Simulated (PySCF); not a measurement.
**C5H9NOSi: electronic excitations**

Aim: predict the electronic excitations of C5H9NOSi (`CO[C@@H]1C[C@@]1([SiH3])C#N`).

Computed with PySCF 2.14.0, with density-fitted response routines of our own, on a single molecule in the gas phase. Atoms are numbered from 0 throughout.

## (1) The starting structure

17 atoms, charge 0, multiplicity 1; geometry from: GFN2-xTB.

Bonds of the start (Å): C0–O1 1.41, O1–C2 1.38, C2–C3 1.48, C3–C4 1.52, C4–Si5 1.90, C4–C6 1.41, C6–N7 1.15, C4–C2 1.52, C0–H8 1.10, C0–H9 1.10, C0–H10 1.09, C2–H11 1.09, C3–H12 1.08, C3–H13 1.08, Si5–H14 1.46, Si5–H15 1.46, Si5–H16 1.46.

## (2) TDDFT and polarisability: B3LYP/def2-SVPD

The job: settings as JSON, then the geometry in Å.

```
{"job": {"kind": "uv", "xc": "B3LYP", "basis": "def2-SVPD", "nstates": 8, "ntriplets": 3}, "charge": 0, "multiplicity": 1}
C      2.238357     0.570933     0.185253
O      1.332810    -0.161050    -0.609927
C      0.464017    -0.945795     0.128199
C     -0.790057    -1.394783    -0.524947
C     -0.866183    -0.354379     0.578036
Si    -1.311501     1.429280     0.099443
C     -1.346018    -0.782812     1.834911
N     -1.728474    -1.103358     2.867696
H      1.711318     1.252688     0.862187
H      2.871045    -0.100415     0.777100
H      2.857071     1.143685    -0.501878
H      0.960468    -1.624155     0.823398
H     -0.969033    -1.050970    -1.532022
H     -1.149455    -2.392987    -0.319869
H     -1.003208     2.281755     1.248978
H     -0.535120     1.803470    -1.076734
H     -2.743035     1.440924    -0.200272
```

With the program's defaults for keys left out, this is: TDDFT B3LYP/def2-SVPD, vertical, gas phase, core orbitals frozen in the response.

On the command line:

```console
$ OMP_NUM_THREADS=1 python probes_run.py task.json out
```

This one command runs all jobs of the session in turn.

What will the session give for the following? lowest singlet (B3LYP/def2-SVPD); brightest single state of those computed; lowest triplet; surface potential, 1st and 99th percentile. Wanted: lowest singlet; brightest single state of those computed; lowest triplet; surface potential, 1st and 99th percentile.

As calculated:

```
                                quantity                        value
        lowest singlet (B3LYP/def2-SVPD)  6.51 eV (190 nm), f = 0.005
brightest single state of those computed  state 4, 7.01 eV, f = 0.050
                          lowest triplet                      5.95 eV
   surface potential, 1st and 99th percentile           -1.85 V and 1.22 V
```

The lowest singlet, at 6.51 eV, is HOMO→LUMO 0.86 and is weak; of the 8 states computed, the strongest absorption comes from state 4 at 7.01 eV (the last state computed is bright too, and its partners may lie past the list). The lowest triplet lies 0.56 eV below the lowest singlet (triplets in Tamm-Dancoff, singlets in full TDDFT).
